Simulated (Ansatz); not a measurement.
**Alloy of GaN and ZnO (18 of 48 Ga sites, 18 of 48 N sites exchanged), 96 atoms**

How does this alloy cell relax, and what gap do PBEsol and r²SCAN give?

Program: Ansatz 0.2.0, PAW, plane waves. These are calculated values, not measurements.

**1. The system as built**

96 atoms (18 Zn, 30 Ga, 30 N, 18 O); a = 9.602 Å, b = 11.087 Å, c = 10.393 Å, α = 90.00°, β = 90.00°, γ = 90.00°. All atoms were shaken off their sites by about 0.02 Å along each axis; atoms next to an added one may be pushed further to make room.

The runs, in order: (2) PBEsol cell relaxation at the single k point (¼, ¼, ¼), on 1 × NVIDIA GB200 with 8 threads of Arm Neoverse-V2; (3) r²SCAN single point at the single k point (¼, ¼, ¼), on 1 × NVIDIA GB200 with 8 threads of Arm Neoverse-V2.

**2. Relaxing cell and atoms with PBEsol**

in.yaml reads:

```yaml
crystal:
  lattice:
    - [9.602021, 0.000000, 0.000000]
    - [0.000000, 11.087459, 0.000000]
    - [0.000000, 0.000000, 10.393201]
  atoms:
    - { symbol: Zn, position: [0.166404, 0.084243, 0.251603] }
    - { symbol: Zn, position: [0.001689, 0.332242, 0.749297] }
    - { symbol: Zn, position: [0.835432, 0.085942, 0.750807] }
    - { symbol: Zn, position: [0.669986, 0.335626, 0.247476] }
    - { symbol: Zn, position: [0.665286, 0.333147, 0.749313] }
    - { symbol: Zn, position: [0.497241, 0.582559, 0.249790] }
    - { symbol: Zn, position: [0.501014, 0.586182, 0.749568] }
    - { symbol: Zn, position: [0.665458, 0.834765, 0.749820] }
    - { symbol: Zn, position: [0.333540, 0.168444, 0.500299] }
    - { symbol: Zn, position: [0.333969, 0.165547, 0.999280] }
    - { symbol: Zn, position: [0.165841, 0.419889, 0.999534] }
    - { symbol: Zn, position: [0.670613, 0.166221, 0.498970] }
    - { symbol: Zn, position: [0.672411, 0.170530, 0.996213] }
    - { symbol: Zn, position: [0.495773, 0.416867, 0.001555] }
    - { symbol: Zn, position: [0.166389, 0.915818, 0.502009] }
    - { symbol: Zn, position: [0.831162, 0.417172, 0.497763] }
    - { symbol: Zn, position: [0.668212, 0.663838, 0.000318] }
    - { symbol: Zn, position: [0.835372, 0.915932, 0.998308] }
    - { symbol: Ga, position: [0.166719, 0.083964, 0.751432] }
    - { symbol: Ga, position: [0.998838, 0.335240, 0.251564] }
    - { symbol: Ga, position: [0.498283, 0.082677, 0.253745] }
    - { symbol: Ga, position: [0.503548, 0.081170, 0.749783] }
    - { symbol: Ga, position: [0.334261, 0.337333, 0.254943] }
    - { symbol: Ga, position: [0.332474, 0.333038, 0.749528] }
    - { symbol: Ga, position: [0.166196, 0.585242, 0.250072] }
    - { symbol: Ga, position: [0.165758, 0.583026, 0.749794] }
    - { symbol: Ga, position: [0.003392, 0.836084, 0.245718] }
    - { symbol: Ga, position: [0.999927, 0.832085, 0.748311] }
    - { symbol: Ga, position: [0.831168, 0.084376, 0.249399] }
    - { symbol: Ga, position: [0.336118, 0.831844, 0.249436] }
    - { symbol: Ga, position: [0.332708, 0.831696, 0.750322] }
    - { symbol: Ga, position: [0.835765, 0.580227, 0.250941] }
    - { symbol: Ga, position: [0.833454, 0.581510, 0.745249] }
    - { symbol: Ga, position: [0.668522, 0.832865, 0.250127] }
    - { symbol: Ga, position: [0.998221, 0.169333, 0.500821] }
    - { symbol: Ga, position: [0.002300, 0.164117, 0.003300] }
    - { symbol: Ga, position: [0.168216, 0.417148, 0.502015] }
    - { symbol: Ga, position: [0.999480, 0.667272, 0.495505] }
    - { symbol: Ga, position: [0.000470, 0.667506, 0.001423] }
    - { symbol: Ga, position: [0.501483, 0.415833, 0.503148] }
    - { symbol: Ga, position: [0.332492, 0.669757, 0.500309] }
    - { symbol: Ga, position: [0.334311, 0.666095, 0.998573] }
    - { symbol: Ga, position: [0.167203, 0.916341, 0.998126] }
    - { symbol: Ga, position: [0.837451, 0.416504, 0.998477] }
    - { symbol: Ga, position: [0.665419, 0.667887, 0.502217] }
    - { symbol: Ga, position: [0.497753, 0.916853, 0.504670] }
    - { symbol: Ga, position: [0.500125, 0.915343, 0.997672] }
    - { symbol: Ga, position: [0.833025, 0.915319, 0.498776] }
    - { symbol: N, position: [0.003994, 0.165661, 0.190253] }
    - { symbol: N, position: [0.997901, 0.163529, 0.689314] }
    - { symbol: N, position: [0.332841, 0.164198, 0.187702] }
    - { symbol: N, position: [0.003110, 0.666035, 0.688926] }
    - { symbol: N, position: [0.666783, 0.166435, 0.186952] }
    - { symbol: N, position: [0.500362, 0.412417, 0.189136] }
    - { symbol: N, position: [0.330847, 0.666989, 0.186982] }
    - { symbol: N, position: [0.831024, 0.416874, 0.188402] }
    - { symbol: N, position: [0.834887, 0.416561, 0.688376] }
    - { symbol: N, position: [0.665414, 0.666700, 0.187561] }
    - { symbol: N, position: [0.663569, 0.665551, 0.689351] }
    - { symbol: N, position: [0.499602, 0.919060, 0.192189] }
    - { symbol: N, position: [0.500400, 0.918715, 0.687112] }
    - { symbol: N, position: [0.832028, 0.920543, 0.187243] }
    - { symbol: N, position: [0.170718, 0.081764, 0.436900] }
    - { symbol: N, position: [0.169467, 0.087102, 0.939481] }
    - { symbol: N, position: [0.003701, 0.336434, 0.436951] }
    - { symbol: N, position: [0.998913, 0.335364, 0.938725] }
    - { symbol: N, position: [0.498760, 0.084602, 0.440259] }
    - { symbol: N, position: [0.501803, 0.081997, 0.935871] }
    - { symbol: N, position: [0.999081, 0.829815, 0.441389] }
    - { symbol: N, position: [0.000065, 0.835243, 0.938805] }
    - { symbol: N, position: [0.668927, 0.333675, 0.436490] }
    - { symbol: N, position: [0.670930, 0.331811, 0.939534] }
    - { symbol: N, position: [0.499857, 0.584055, 0.437725] }
    - { symbol: N, position: [0.503992, 0.584853, 0.935337] }
    - { symbol: N, position: [0.332954, 0.835003, 0.439953] }
    - { symbol: N, position: [0.830751, 0.581964, 0.941058] }
    - { symbol: N, position: [0.666006, 0.836693, 0.439201] }
    - { symbol: N, position: [0.667141, 0.833970, 0.940717] }
    - { symbol: O, position: [0.331582, 0.167136, 0.684889] }
    - { symbol: O, position: [0.167515, 0.416578, 0.186937] }
    - { symbol: O, position: [0.164201, 0.416087, 0.687693] }
    - { symbol: O, position: [0.997996, 0.666544, 0.186797] }
    - { symbol: O, position: [0.667576, 0.165721, 0.685895] }
    - { symbol: O, position: [0.499498, 0.413781, 0.688828] }
    - { symbol: O, position: [0.334330, 0.668571, 0.683894] }
    - { symbol: O, position: [0.167436, 0.918009, 0.187403] }
    - { symbol: O, position: [0.166053, 0.916725, 0.690690] }
    - { symbol: O, position: [0.832816, 0.917020, 0.688991] }
    - { symbol: O, position: [0.337025, 0.334085, 0.438113] }
    - { symbol: O, position: [0.333398, 0.335572, 0.939441] }
    - { symbol: O, position: [0.167534, 0.583118, 0.437236] }
    - { symbol: O, position: [0.166077, 0.583338, 0.937621] }
    - { symbol: O, position: [0.832895, 0.085769, 0.441013] }
    - { symbol: O, position: [0.833610, 0.084821, 0.940210] }
    - { symbol: O, position: [0.335899, 0.833276, 0.938930] }
    - { symbol: O, position: [0.832655, 0.581458, 0.439112] }
  symmetry: { detect: false }
kpoints:
  mp_grid: { grid: [1, 1, 1], shift: [0.25, 0.25, 0.25] }
hamiltonian:
  xc: pbesol
scf:
  occupations: { method: fermi_dirac, width: 0.01 }
relax:
  f_tol: 0.03
  max_steps: 80
  escape_saddle: false
  adjacent_minimum: "off"
  cell: { fix: [alpha, beta, gamma] }
output:
  forces: true
  eigenvalues: true
  populations: true
```

Started as:

```console
> ansatz run in.yaml --threads 8 --pin off --max-ram 118750MiB --runs-dir r --events-out ev --progress --plain --backend cuda --devices 0, --max-vram 170GiB
```

The runs that follow: r²SCAN on the final geometry.

**Question.** What will these runs give? Wanted: for each run, top filled to lowest empty.

As calculated:

| level | time | top filled to lowest empty (eV) |
| --- | --- | --- |
| PBEsol, relaxation | 9.7 s (GPU) | 1.01 |
| r²SCAN | 4.6 s (GPU) | 1.27 |

```
     quantity                                                                        value
   relaxation                                            9 recorded steps, 10.98 eV gained
largest shift                                                                 0.35 Å (O81)
 relaxed cell  a = 9.658 Å, b = 11.162 Å, c = 10.455 Å, α = 90.00°, β = 90.00°, γ = 90.00°
   mean bonds                             Ga–N 1.908, Ga–O 1.973, N–Zn 1.973, O–Zn 2.109 Å
```

**Reading.** The relaxation lowers the energy by 10.98 eV; the largest shift is 0.35 Å (O81), while the volume changes by +1.9 %. The mean lengths of the listed bonds run from Ga–N 1.91 Å to O–Zn 2.11 Å. With one k point the spacing samples only the states that fold onto it, so it can exceed the gap over the zone.
